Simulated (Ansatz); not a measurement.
# SnH: the cell at several levels of theory

An exercise on one series of results from a longer session: the logs are not shown, and one member is left open.

Program: Ansatz 0.2.0. PAW datasets, plane waves, zero pressure. The calculation is spin-unpolarised, and the structure need not be a phase that has been made.

## The system as given

In-plane lattice: a = 4.540 Å, b = 4.540 Å, γ = 120.0°; thickness between the outer nuclei 4.28 Å. Near Sn stand 1 H at 1.68 Å; near H stand 1 Sn at 1.68 Å.

Structure file:

```
Sn H
1.0
     4.53974    0.00000    0.00000
    -2.26987    3.93153    0.00000
     0.00000    0.00000   20.00000
Sn H
2 2
Direct
  0.33333 0.66667 0.52317
  0.66667 0.33333 0.47683
  0.33333 0.66667 0.60709
  0.66667 0.33333 0.39291
```
Periodic in the plane only; c spans the vacuum.

The first run:

Contents of input.yaml:

```yaml
crystal:
  lattice:
    - [4.53974, 0.0, 0.0]
    - [-2.26987, 3.9315301666, 0.0]
    - [0.0, 0.0, 20.0]
  atoms:
    - { symbol: Sn, position: [0.3333333333, 0.6666666667, 0.5231666667] }
    - { symbol: Sn, position: [0.6666666667, 0.3333333333, 0.4768333333] }
    - { symbol: H, position: [0.3333333333, 0.6666666667, 0.6070866667] }
    - { symbol: H, position: [0.6666666667, 0.3333333333, 0.3929133333] }
  periodic: [true, true, false]
kpoints:
  mp_grid: { grid: [6, 6, 1] }
hamiltonian:
  xc: pbe
scf:
  occupations: { method: fermi_dirac, width: 0.02 }
relax:
  f_tol: 0.005
  cell: {}
output:
  write_density: true
  write_potential: true
  elf: true
  volumetric_format: npy
```

Command:

```console
> ansatz run input.yaml --threads 4 --pin off --max-ram 5529MiB --backend cpu --events-out ev --progress --plain --runs-dir out
```

Among the steps run: PBE: cell and atoms; r2SCAN: cell and atoms; PBEsol: cell and atoms; Relaxation with LDA; Relaxation with HSE06.

One of the session's tables, all rows but one given; the rest of the session is left out.

| level | a (Å) | area (Å²/atom) |
| --- | --- | --- |
| PBE | 4.713 | 4.810 |
| r2SCAN | 4.659 | 4.699 |
| PBEsol | 4.634 | 4.649 |
| LDA | 4.581 | 4.543 |
| HSE06 | ? | ? |

**Question.** Estimate the row for HSE06.

The run gave: a (Å): 4.653; area (Å²/atom): 4.688. In the column «a (Å)» it lies between PBEsol (4.634) and r2SCAN (4.659).

The first relaxation changed the area by +7.8 % from the start. The area runs from LDA (least) to PBE (most), a spread of 5.9 %, or 2.9 % in length if all axes shared it alike.

Limits of these values: Warnings in the runs' records: xc potential rough in thin density, slab cell height set.
